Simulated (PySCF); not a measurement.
# C3H10BN: NMR shifts at several levels of theory, part 2 of 2

PySCF 2.14.0. Atoms count from 0.

## 8. NMR shieldings: wB97X-D/pcSseg-1

The job: settings as JSON, then the geometry in Å.

```
{"job": {"kind": "nmr", "xc": "wB97X-D", "basis": "pcSseg-1", "pop": false}, "charge": 0, "multiplicity": 1}
C     -0.836270    -1.129299     0.278435
C      0.378693    -0.211627     0.128283
C      0.065605     0.958506    -0.807976
B      1.621080    -1.025301    -0.420217
N      2.826314    -1.111922     0.271712
H     -1.711891    -0.580954     0.665593
H     -1.123897    -1.564391    -0.693122
H     -0.639388    -1.967145     0.966643
H      0.622511     0.203086     1.125677
H     -0.812153     1.530067    -0.460481
H      0.909519     1.662309    -0.885772
H     -0.158438     0.600871    -1.827036
H      1.545005    -1.601614    -1.488759
H      3.628427    -1.622444    -0.072870
H      2.981141    -0.665081     1.167194
```

Method: GIAO wB97X-D/pcSseg-1 NMR shielding, non-relativistic, gas phase.

What it wrote:

```text
coarse grid: 11608 points
cycle   1  E = -199.8392966718  dE =  3.919e-01  |g| = 3.569e-01  |ddm| = 3.054e+00
cycle   2  E = -199.8568806597  dE = -1.758e-02  |g| = 2.886e-01  |ddm| = 4.533e-01
cycle   3  E = -199.8743309224  dE = -1.745e-02  |g| = 3.591e-02  |ddm| = 1.824e-01
cycle   4  E = -199.8746183992  dE = -2.875e-04  |g| = 1.901e-02  |ddm| = 4.038e-02
cycle   5  E = -199.8747025942  dE = -8.419e-05  |g| = 3.062e-03  |ddm| = 1.592e-02
cycle   6  E = -199.8747052756  dE = -2.681e-06  |g| = 9.490e-04  |ddm| = 3.915e-03
final grid: 109544 points
cycle   7  E = -199.9029277093  dE = -1.464e-04  |g| = 6.585e-03  |ddm| = 3.391e-02
cycle   8  E = -199.9029300866  dE = -2.377e-06  |g| = 6.518e-03  |ddm| = 9.098e-03
cycle   9  E = -199.9029383176  dE = -8.231e-06  |g| = 4.852e-04  |ddm| = 3.230e-03
cycle  10  E = -199.9029383856  dE = -6.799e-08  |g| = 3.141e-04  |ddm| = 1.064e-03
cycle  11  E = -199.9029384119  dE = -2.627e-08  |g| = 3.993e-05  |ddm| = 3.367e-04
cycle  12  E = -199.9029384127  dE = -7.906e-10  |g| = 1.377e-05  |ddm| = 1.058e-04
converged SCF energy = -199.9029384127

GIAO shielding tensors (ppm)
atom      isotropic    diamagn.    paramagn.     s11        s22        s33       span
  0 C      164.351     247.617     -83.265    152.430    156.800    183.824     31.395
  1 C      162.837     247.368     -84.531    159.846    161.440    167.226      7.380
  2 C      164.579     248.042     -83.463    151.449    158.146    184.141     32.692
  3 B       58.655     195.460    -136.805     15.294     50.827    109.844     94.550
  4 N      158.654     316.087    -157.433     67.565    203.802    204.595    137.030
  5 H       30.394      30.716      -0.322     26.551     27.998     36.633     10.082
  6 H       30.516      30.793      -0.277     27.007     28.465     36.076      9.070
  7 H       30.488      30.125       0.364     25.891     28.372     37.203     11.312
  8 H       30.929      34.013      -3.085     28.068     29.080     35.638      7.570
  9 H       30.395      30.942      -0.546     26.594     27.987     36.604     10.010
 10 H       30.525      30.548      -0.023     25.867     28.466     37.242     11.376
 11 H       30.522      31.008      -0.486     27.004     28.471     36.089      9.085
 12 H       26.789      30.324      -3.535     25.371     26.402     28.595      3.225
 13 H       27.559      27.738      -0.179     22.740     24.173     35.763     13.023
 14 H       27.718      31.391      -3.673     23.131     25.891     34.131     11.000
```

Run time: 23 s. Hardware: 1 thread of Arm Neoverse N1, shared host; peak memory 0.69 GiB.

In short: δ C1 21.7, C0 20.1, B3 43.0, N4 105.3, H12 4.59, H13 3.74 ppm (means over like atoms).

## 9. Shielding tensors: LC-wPBE/pcSseg-1

The job, as its differences from that of step 8:

```diff
@@ -1,2 +1,2 @@
-{"job": {"kind": "nmr", "xc": "wB97X-D", "basis": "pcSseg-1", "pop": false}, "charge": 0, "multiplicity": 1}
+{"job": {"kind": "nmr", "xc": "LC-wPBE", "basis": "pcSseg-1", "pop": false}, "charge": 0, "multiplicity": 1}
 C     -0.836270    -1.129299     0.278435
```

With the program's defaults for keys left out, this is: GIAO LC-wPBE/pcSseg-1 NMR shielding, non-relativistic, gas phase.

What it wrote:

```text
coarse grid: 11608 points
cycle   1  E = -199.7787940529  dE =  4.880e-01  |g| = 3.267e-01  |ddm| = 3.033e+00
cycle   2  E = -199.8017696396  dE = -2.298e-02  |g| = 2.116e-01  |ddm| = 3.765e-01
cycle   3  E = -199.8104796816  dE = -8.710e-03  |g| = 4.610e-02  |ddm| = 1.347e-01
cycle   4  E = -199.8110228632  dE = -5.432e-04  |g| = 1.498e-02  |ddm| = 4.825e-02
cycle   5  E = -199.8110757784  dE = -5.292e-05  |g| = 2.834e-03  |ddm| = 1.417e-02
cycle   6  E = -199.8110784336  dE = -2.655e-06  |g| = 8.687e-04  |ddm| = 4.211e-03
final grid: 109544 points
cycle   7  E = -199.8421969094  dE = -4.147e-05  |g| = 5.796e-03  |ddm| = 2.072e-02
cycle   8  E = -199.8421998571  dE = -2.948e-06  |g| = 4.767e-03  |ddm| = 6.428e-03
cycle   9  E = -199.8422045058  dE = -4.649e-06  |g| = 3.457e-04  |ddm| = 2.571e-03
cycle  10  E = -199.8422045182  dE = -1.246e-08  |g| = 2.201e-04  |ddm| = 3.962e-04
cycle  11  E = -199.8422045446  dE = -2.640e-08  |g| = 2.613e-05  |ddm| = 1.819e-04
cycle  12  E = -199.8422045450  dE = -3.195e-10  |g| = 1.009e-05  |ddm| = 4.895e-05
converged SCF energy = -199.8422045450

GIAO shielding tensors (ppm)
atom      isotropic    diamagn.    paramagn.     s11        s22        s33       span
  0 C      169.638     247.436     -77.797    158.520    162.504    187.891     29.371
  1 C      168.821     247.331     -78.510    166.707    167.062    172.693      5.986
  2 C      169.885     247.872     -77.987    157.611    163.821    188.221     30.610
  3 B       56.047     195.005    -138.957      9.628     45.073    113.441    103.813
  4 N      161.408     315.605    -154.197     66.538    206.717    210.969    144.431
  5 H       30.364      30.586      -0.222     26.310     27.925     36.857     10.547
  6 H       30.458      30.662      -0.205     26.731     28.354     36.288      9.557
  7 H       30.488      30.082       0.405     25.711     28.299     37.454     11.743
  8 H       30.844      34.007      -3.163     27.877     28.784     35.873      7.996
  9 H       30.367      30.814      -0.447     26.350     27.919     36.831     10.481
 10 H       30.522      30.493       0.030     25.682     28.394     37.491     11.809
 11 H       30.468      30.879      -0.411     26.733     28.363     36.307      9.574
 12 H       26.573      30.082      -3.509     25.041     26.193     28.485      3.443
 13 H       27.463      27.765      -0.302     22.667     24.029     35.693     13.026
 14 H       27.601      31.314      -3.713     22.979     25.743     34.081     11.102
```

Run time: 31 s. Hardware: 1 thread of Arm Neoverse N1, shared host; peak memory 0.66 GiB.

This run: δ C1 19.7, C0 18.8, B3 45.2, N4 106.3, H12 4.75, H13 3.79 ppm (means over like atoms).

## 10. Shielding tensors: PBE0/STO-3G

The job, as its differences from that of step 9:

```diff
@@ -1,2 +1,2 @@
-{"job": {"kind": "nmr", "xc": "LC-wPBE", "basis": "pcSseg-1", "pop": false}, "charge": 0, "multiplicity": 1}
+{"job": {"kind": "nmr", "xc": "PBE0", "basis": "STO-3G", "pop": true}, "charge": 0, "multiplicity": 1}
 C     -0.836270    -1.129299     0.278435
```

Method: GIAO PBE0/STO-3G NMR shielding, non-relativistic, gas phase.

What it wrote:

```text
coarse grid: 11608 points
cycle   1  E = -197.3002317465  dE =  2.384e-01  |g| = 3.208e-01  |ddm| = 4.472e+00
cycle   2  E = -197.3091739744  dE = -8.942e-03  |g| = 2.868e-01  |ddm| = 7.547e-01
cycle   3  E = -197.3325150030  dE = -2.334e-02  |g| = 4.953e-02  |ddm| = 3.811e-01
cycle   4  E = -197.3333084682  dE = -7.935e-04  |g| = 1.089e-02  |ddm| = 7.725e-02
cycle   5  E = -197.3333440148  dE = -3.555e-05  |g| = 1.913e-03  |ddm| = 1.555e-02
cycle   6  E = -197.3333452754  dE = -1.261e-06  |g| = 2.788e-04  |ddm| = 3.158e-03
final grid: 109544 points
cycle   7  E = -197.3196771200  dE = -8.886e-06  |g| = 3.820e-03  |ddm| = 1.396e-02
cycle   8  E = -197.3196790388  dE = -1.919e-06  |g| = 3.004e-03  |ddm| = 9.005e-03
cycle   9  E = -197.3196818074  dE = -2.769e-06  |g| = 2.586e-04  |ddm| = 3.974e-03
cycle  10  E = -197.3196818299  dE = -2.252e-08  |g| = 6.866e-05  |ddm| = 4.162e-04
cycle  11  E = -197.3196818312  dE = -1.300e-09  |g| = 1.045e-05  |ddm| = 8.469e-05
cycle  12  E = -197.3196818312  dE = -3.791e-11  |g| = 1.390e-06  |ddm| = 1.701e-05
converged SCF energy = -197.3196818312

GIAO shielding tensors (ppm)
atom      isotropic    diamagn.    paramagn.     s11        s22        s33       span
  0 C      212.800     244.666     -31.866    204.274    205.904    228.221     23.947
  1 C      211.998     243.208     -31.210    205.425    210.748    219.820     14.395
  2 C      212.954     245.144     -32.190    204.659    205.767    228.436     23.777
  3 B       88.113     198.276    -110.163     50.228     73.872    140.239     90.011
  4 N      237.646     311.368     -73.722    173.163    259.551    280.223    107.059
  5 H       31.927      31.375       0.551     27.049     29.028     39.702     12.653
  6 H       31.839      31.396       0.443     27.181     29.203     39.134     11.953
  7 H       32.133      30.602       1.531     26.921     29.348     40.131     13.210
  8 H       32.066      33.494      -1.428     28.390     28.623     39.185     10.795
  9 H       31.917      31.621       0.295     27.039     29.054     39.657     12.619
 10 H       32.166      31.072       1.094     26.891     29.443     40.164     13.272
 11 H       31.879      31.644       0.235     27.201     29.233     39.204     12.003
 12 H       28.280      31.804      -3.524     26.687     27.211     30.942      4.255
 13 H       28.508      27.928       0.580     23.345     25.253     36.926     13.582
 14 H       28.759      30.116      -1.358     23.666     26.956     35.653     11.986
```

It took 5.5 s on 1 thread of Arm Neoverse N1, shared host; peak memory 0.41 GiB.

This run: δ C1 22.7, C0 21.8, B3 40.6, N4 57.1, H12 4.33, H13 3.97 ppm (means over like atoms).

## 11. Shielding tensors: PBE0/6-31G

The job, as its differences from that of step 10:

```diff
@@ -1,2 +1,2 @@
-{"job": {"kind": "nmr", "xc": "PBE0", "basis": "STO-3G", "pop": true}, "charge": 0, "multiplicity": 1}
+{"job": {"kind": "nmr", "xc": "PBE0", "basis": "6-31G", "pop": true}, "charge": 0, "multiplicity": 1}
 C     -0.836270    -1.129299     0.278435
```

With the program's defaults for keys left out, this is: GIAO PBE0/6-31G NMR shielding, non-relativistic, gas phase.

What it wrote:

```text
coarse grid: 11608 points
cycle   1  E = -199.6733182566  dE =  2.614e-01  |g| = 4.526e-01  |ddm| = 3.167e+00
cycle   2  E = -199.6656860110  dE =  7.632e-03  |g| = 4.958e-01  |ddm| = 9.759e-01
cycle   3  E = -199.7287601519  dE = -6.307e-02  |g| = 3.583e-02  |ddm| = 5.067e-01
cycle   4  E = -199.7290304003  dE = -2.702e-04  |g| = 1.951e-02  |ddm| = 5.170e-02
cycle   5  E = -199.7291233298  dE = -9.293e-05  |g| = 4.987e-03  |ddm| = 1.960e-02
cycle   6  E = -199.7291295377  dE = -6.208e-06  |g| = 7.332e-04  |ddm| = 5.317e-03
final grid: 109544 points
cycle   7  E = -199.6872207370  dE = -1.366e-05  |g| = 8.055e-03  |ddm| = 1.864e-02
cycle   8  E = -199.6872151703  dE =  5.567e-06  |g| = 9.481e-03  |ddm| = 1.674e-02
cycle   9  E = -199.6872376862  dE = -2.252e-05  |g| = 5.317e-04  |ddm| = 8.637e-03
cycle  10  E = -199.6872377590  dE = -7.280e-08  |g| = 1.420e-04  |ddm| = 5.765e-04
cycle  11  E = -199.6872377632  dE = -4.223e-09  |g| = 3.956e-05  |ddm| = 1.448e-04
cycle  12  E = -199.6872377637  dE = -4.570e-10  |g| = 4.180e-06  |ddm| = 4.775e-05
converged SCF energy = -199.6872377637

GIAO shielding tensors (ppm)
atom      isotropic    diamagn.    paramagn.     s11        s22        s33       span
  0 C      179.046     246.013     -66.967    168.182    171.955    197.001     28.819
  1 C      176.992     241.217     -64.225    175.684    176.388    178.904      3.220
  2 C      179.278     246.314     -67.035    167.340    173.159    197.336     29.996
  3 B       76.275     194.281    -118.006     35.990     67.620    125.215     89.224
  4 N      170.985     321.782    -150.797     82.524    210.165    220.266    137.742
  5 H       31.487      30.092       1.395     27.659     29.150     37.652      9.993
  6 H       31.472      30.320       1.152     27.886     29.446     37.083      9.197
  7 H       31.551      30.098       1.454     26.895     29.530     38.229     11.334
  8 H       31.691      31.936      -0.245     28.613     29.679     36.781      8.168
  9 H       31.478      30.239       1.239     27.670     29.148     37.616      9.945
 10 H       31.597      30.326       1.271     26.871     29.631     38.288     11.416
 11 H       31.483      30.482       1.001     27.892     29.456     37.101      9.208
 12 H       27.105      30.297      -3.192     25.231     27.142     28.941      3.710
 13 H       28.933      28.726       0.207     24.386     25.224     37.191     12.805
 14 H       29.129      31.185      -2.056     24.723     26.917     35.748     11.025
```

It took 10 s on 1 thread of Arm Neoverse N1, shared host; peak memory 0.45 GiB.

In short: δ C1 22.5, C0 20.4, B3 36.9, N4 89.7, H12 5.51, H13 3.58 ppm (means over like atoms).

## 12. Run by run: NMR shifts

Shifts (ppm) of some atoms, chosen among heavy atoms and hydrogens apart, means over like atoms, with basis size and wall time:

```csv
run,C1,C0,H12,H5,H8,B3,N4,functions,time
PBE0/pcSseg-1,23.2,20.2,4.65,0.91,0.52,43.4,110.7,135,18 s
mPW1PW91/pcSseg-1,23.1,20.2,4.63,0.91,0.51,43.4,109.4,135,18 s
WP04/pcSseg-1,24.6,21.1,4.04,0.89,0.49,43.6,95.8,135,19 s
B97-2/pcSseg-1,23.2,20.4,4.54,0.92,0.52,41.9,105.2,135,18 s
BHandHLYP/pcSseg-1,22.2,20.0,4.47,0.91,0.40,45.8,105.2,135,18 s
CAM-B3LYP/pcSseg-1,23.3,20.1,4.59,0.91,0.47,45.8,111.4,135,24 s
wB97X-D/pcSseg-1,21.7,20.1,4.59,0.91,0.45,43.0,105.3,135,23 s
LC-wPBE/pcSseg-1,19.7,18.8,4.75,0.88,0.48,45.2,106.3,135,31 s
PBE0/STO-3G,22.7,21.8,4.33,0.63,0.54,40.6,57.1,35,5.5 s
PBE0/6-31G,22.5,20.4,5.51,1.10,0.92,36.9,89.7,65,10 s
```

## 13. What came out

The summary covers parts 1 to 2.

```
                                                               quantity                                             value
13C shifts against TMS (PBE0/pcSseg-1, means over atoms taken as alike)                                    23.2, 20.2 ppm
 1H shifts against TMS (PBE0/pcSseg-1, means over atoms taken as alike)                        4.65, 3.85, 0.91, 0.52 ppm
                            11B shifts against BF3·OEt2 (PBE0/pcSseg-1)                                          43.4 ppm
                                 15N shifts against NH3 (PBE0/pcSseg-1)                                         110.7 ppm
                                               range of the shift of N4                                 57.1 to 111.4 ppm
                                          property runs in this session  10, of which 0 failed and 1 gave unsound results
```

**Reading.** Single values in the summary come from the first run of each kind that ended normally (PBE0/pcSseg-1), which need not be the best level. At PBE0/pcSseg-1: The largest span, 143 ppm, is at N4, where the paramagnetic term is -161 ppm. Across the 10 runs the shift of N4 moves most, between 57.1 (PBE0/STO-3G) and 111.4 ppm (CAM-B3LYP/pcSseg-1). A minimal basis is unusable for shieldings, so that end is no result.
